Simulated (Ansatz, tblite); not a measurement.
**B(H2O)F3 (BF3H2O): a ladder of methods and basis sets**

Aim: run the singlet of B(H2O)F3 (BF3H2O) at one geometry on many levels, and compare frontier levels, spin and run time.

The runs use Ansatz 0.2.0, Gaussian basis; as each input shows.

Levels to be run: GFN1-xTB, GFN2-xTB, PBE-D4/def2-TZVP, r2SCAN-D4/def2-TZVP, HF/def2-TZVP, revPBE-D4/def2-TZVP, B97M-V/def2-TZVP, r2SCANh-D4/def2-TZVP, B3LYP-D4/def2-TZVP, HSE06-D4/def2-TZVP, BHLYP-D4/def2-TZVP, LC-ωPBE(0.10)/def2-TZVP, LC-ωPBE(0.15)/def2-TZVP, LC-ωPBE(0.20)/def2-TZVP, LC-ωPBE(0.30)/def2-TZVP, PBE-D4/def2-SVP, PBE0-D4/def2-SVP, HF/6-31G, B3LYP-D4/6-31G, PBE0-D4/def2-TZVPD, PBE-D4/def2-TZVPD, r2SCAN-D4/def2-TZVPD, CCSD(T)/def2-TZVPP, MP2/def2-TZVP, RPA/def2-TZVP.

### Step 1. The geometry

The geometry is that of the singlet, from an earlier relaxation (r2SCAN-D4/def2-SVP).

7 atoms, charge 0, spin multiplicity 1.

Bond lengths: B1–O2 1.783 Å, B1–F5 1.339 Å, B1–F6 1.355 Å, B1–F7 1.355 Å, O2–H3 0.971 Å, O2–H4 0.971 Å. Angles: O2–B1–F5 103.0°, O2–B1–F6 99.4°, O2–B1–F7 99.3°, F5–B1–F6 116.9°, F5–B1–F7 117.0°, F6–B1–F7 116.1°, B1–O2–H3 105.6°, B1–O2–H4 105.8°, H3–O2–H4 106.1°.

PBE0-D4/def2-TZVP was run before; its log isn't repeated, and its numbers join the tables.

### Step 2. GFN1-xTB

Tight binding, by tblite at 300 K electronic temperature and without a spin-polarisation term:

```python
tblite.interface.Calculator('GFN1-xTB', numbers, positions, charge=0, uhf=0).singlepoint()
```

Energy -618.9341 eV, HOMO -13.97 eV, LUMO -5.69 eV; 0.003 s.

### Step 3. GFN2-xTB

Tight binding, by tblite at 300 K electronic temperature and without a spin-polarisation term:

```python
tblite.interface.Calculator('GFN2-xTB', numbers, positions, charge=0, uhf=0).singlepoint()
```

Energy -562.3991 eV, HOMO -13.47 eV, LUMO -2.88 eV; 0.002 s.

### Step 4. PBE-D4/def2-TZVP

start.molden holds the orbitals of an earlier run on this state, given as this run's starting guess.

Contents of in.yaml:

```yaml
crystal:
  periodic: [false, false, false]
  atoms:
    - {symbol: B, position_ang: [0.113166, -0.075884, -0.737219]}
    - {symbol: O, position_ang: [0.210379, 0.022395, 1.040720]}
    - {symbol: H, position_ang: [-0.457322, -0.599285, 1.372820]}
    - {symbol: H, position_ang: [-0.107239, 0.909518, 1.274321]}
    - {symbol: F, position_ang: [1.376902, -0.335762, -1.095175]}
    - {symbol: F, position_ang: [-0.356143, 1.167250, -1.003199]}
    - {symbol: F, position_ang: [-0.779753, -1.088232, -0.852268]}
basis:
  gaussian: {orbitals: def2-TZVP, initial_orbitals: start.molden}
hamiltonian: {xc: pbe, dispersion: d4}
scf: {omitted_lower_state_checks: [starts]}
output: {forces: true, orbitals: {seedname: orbitals}}
```

On the command line:

```console
$ ansatz run in.yaml --threads 4 --pin off --events-out ev --progress --plain --max-ram 3916MiB
```

The runs that follow: r2SCAN-D4/def2-TZVP; HF/def2-TZVP; revPBE-D4/def2-TZVP; B97M-V/def2-TZVP; r2SCANh-D4/def2-TZVP; B3LYP-D4/def2-TZVP; HSE06-D4/def2-TZVP; BHLYP-D4/def2-TZVP; LC-ωPBE(0.10)/def2-TZVP; LC-ωPBE(0.15)/def2-TZVP; LC-ωPBE(0.20)/def2-TZVP; LC-ωPBE(0.30)/def2-TZVP; PBE-D4/def2-SVP; PBE0-D4/def2-SVP; HF/6-31G; B3LYP-D4/6-31G; PBE0-D4/def2-TZVPD; PBE-D4/def2-TZVPD; r2SCAN-D4/def2-TZVPD; CCSD(T)/def2-TZVPP; MP2/def2-TZVP; RPA/def2-TZVP.

**Question.** What will the summary of the whole plan be? Wanted: gap in def2-TZVP, named functionals and Hartree-Fock, smallest and largest; gap over the ω; correlation energy, CCSD(T)/def2-TZVPP; correlation energy, MP2/def2-TZVP; binding an atom, CCSD(T)/def2-TZVPP; PBE0 total energy, smallest basis above largest.

The runs gave:

```
                                                                  quantity                               value
gap in def2-TZVP, named functionals and Hartree-Fock, smallest and largest  7.50 eV (revPBE-D4), 18.79 eV (HF)
                                                   gap over the ω (1/bohr)    10.42 eV at 0.1, 14.41 eV at 0.3
                                    correlation energy, CCSD(T)/def2-TZVPP                           -31.10 eV
                                         correlation energy, MP2/def2-TZVP                           -29.87 eV
                                       binding an atom, CCSD(T)/def2-TZVPP                            4.298 eV
                           PBE0 total energy, smallest basis above largest     13.29 eV (def2-SVP, def2-TZVPD)
```

What this shows: Over the named functionals and Hartree-Fock in def2-TZVP the gap runs from 7.50 eV (revPBE-D4) to 18.79 eV (HF); exact exchange widens it. Raising the ω (1/bohr) from 0.1 to 0.3 moves the HOMO by -2.54 eV and the LUMO by +1.46 eV. A small miss in a minimal or small basis is a cancelling of errors, not accuracy. The functionals in def2-TZVP miss CCSD(T)/def2-TZVPP by -0.133 (BHLYP-D4) to +0.184 eV (PBE-D4) an atom. The reference is CCSD(T) in one finite basis, so it carries an error of its own, often a tenth of an eV or more, and near misses can't be ranked.
